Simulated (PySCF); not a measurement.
Crystal: C3OH2, in a box.

```
C O H
1.0
    11.00000    0.00000    0.00000
     0.00000   13.00000    0.00000
     0.00000    0.00000   13.00000
C O H
3 1 2
Direct
  0.44341 0.58408 0.43861
  0.46759 0.51772 0.49963
  0.50113 0.44076 0.57447
  0.44732 0.36114 0.58640
  0.42058 0.64209 0.38402
  0.58179 0.46070 0.62121
```

Program: PySCF 2.14.0. Alike in all runs: task atomic charges; potentials or basis 6-31g* (all-electron); no spin polarisation; cell as given; k mesh 1 × 1 × 1; smearing fixed.

Task: Order these runs on this cell by their band gap on the k mesh, lowest first.
A. level revPBE+D3; three-body dispersion term no
B. level SCAN
C. level wB97X; exxdiv ewald

Result: A (3.33 eV), B (3.88 eV), C (10.98 eV).

Caveats: this is a molecule in a periodic box at the Γ point, so its band gap is the HOMO-LUMO gap; the basis of atomic orbitals isn't converged, which shifts pressures, moduli and gaps.

A k mesh can miss the band edges.

Not every run made on this cell is shown here.
